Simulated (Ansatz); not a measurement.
# Cs3Rb2AgN2: the cost of one run

Computed with Ansatz 0.2.0 (DFT PBE, scalar-relativistic, plane waves, PAW, unless a step names another level, unless a step's input says otherwise).

3 further runs of the same task are left out: 2 that didn't finish, 1 set aside as unsound or not needed.

### Step 1. The starting structure

It takes space group P4/mmm (No. 123, tetragonal). Conventional cell: a = 8.521 Å, b = 8.521 Å, c = 8.868 Å, α = 90.00°, β = 90.00°, γ = 90.00°. Cs (site symmetry 4/mmm) is surrounded by 4 Cs at 4.26 Å and 2 Ag at 4.43 Å. Around Cs (site symmetry mmm) lie 2 Cs at 4.26 Å and 2 Rb at 4.43 Å. Around Rb (site symmetry mmm) lie 2 Ag at 4.26 Å and 4 N at 4.30 Å and 2 Cs at 4.43 Å. Ag (site symmetry 4/mmm) has 4 Rb at 4.26 Å and 2 Cs at 4.43 Å as nearest neighbours. N (site symmetry 4mm) is surrounded by 1 N at 1.11 Å.

As a file:

```
CELL_PARAMETERS angstrom
8.52106 0.00000 0.00000
0.00000 8.52106 0.00000
0.00000 0.00000 8.86792
ATOMIC_POSITIONS crystal
Cs 0.00000 0.00000 0.00000
Cs 0.00000 0.50000 0.00000
Cs 0.50000 0.00000 0.00000
Rb 0.00000 0.50000 0.50000
Rb 0.50000 0.00000 0.50000
Ag 0.00000 0.00000 0.50000
N 0.50000 0.50000 0.43730
N 0.50000 0.50000 0.56270
```

It came out lowest of those finished among 25 distinct ends of the trial cells. At a tolerance of 0.05 Å it has space group P4/mmm (No. 123).

### Step 2. Electronic structure at the relaxed geometry

Contents of input.yaml:

```yaml
crystal:
  lattice:
    - [8.5210620251, 0.0, 0.0]
    - [0.0, 8.5210620251, 0.0]
    - [0.0, 0.0, 8.8679217736]
  atoms:
    - { symbol: Cs, position: [0.0, 0.0, 0.0] }
    - { symbol: Cs, position: [0.0, 0.5, 0.0] }
    - { symbol: Cs, position: [0.5, 0.0, 0.0] }
    - { symbol: Rb, position: [0.0, 0.5, 0.5] }
    - { symbol: Rb, position: [0.5, 0.0, 0.5] }
    - { symbol: Ag, position: [0.0, 0.0, 0.5] }
    - { symbol: "N", position: [0.5, 0.5, 0.4373039075] }
    - { symbol: "N", position: [0.5, 0.5, 0.5626960925] }
basis:
  ecutwfc: 420
kpoints:
  mp_grid: { grid: [4, 4, 4] }
  band_path:
    path:
      - [[0.0, 0.0, 0.0], [0.0, 0.5, 0.0], [0.5, 0.5, 0.0], [0.0, 0.0, 0.0], [0.0, 0.0, 0.5], [0.0, 0.5, 0.5], [0.5, 0.5, 0.5], [0.0, 0.0, 0.5]]
      - [[0.0, 0.5, 0.0], [0.0, 0.5, 0.5]]
      - [[0.5, 0.5, 0.0], [0.5, 0.5, 0.5]]
    npoints: 14
hamiltonian:
  xc: pbe
scf:
  occupations: { method: gaussian, width: 0.1 }
  n_extra_bands: 20
output:
  forces: true
  stress: true
  eigenvalues: true
  populations: true
  dos: { projected: true, de: 0.02, nscf_kmesh: { grid: [5, 5, 5] } }
  bader: true
  write_density: true
  write_potential: true
  elf: true
  volumetric_format: npy
```

Command:

```
> ansatz run input.yaml --threads 1 --pin off --max-ram 2560MiB --backend cpu --events-out ev --progress --plain --runs-dir out
```

What time and memory should one allow on 1 thread of AMD EPYC (Zen 3), shared host?

About 11 min, with a peak of 1.6 GiB.
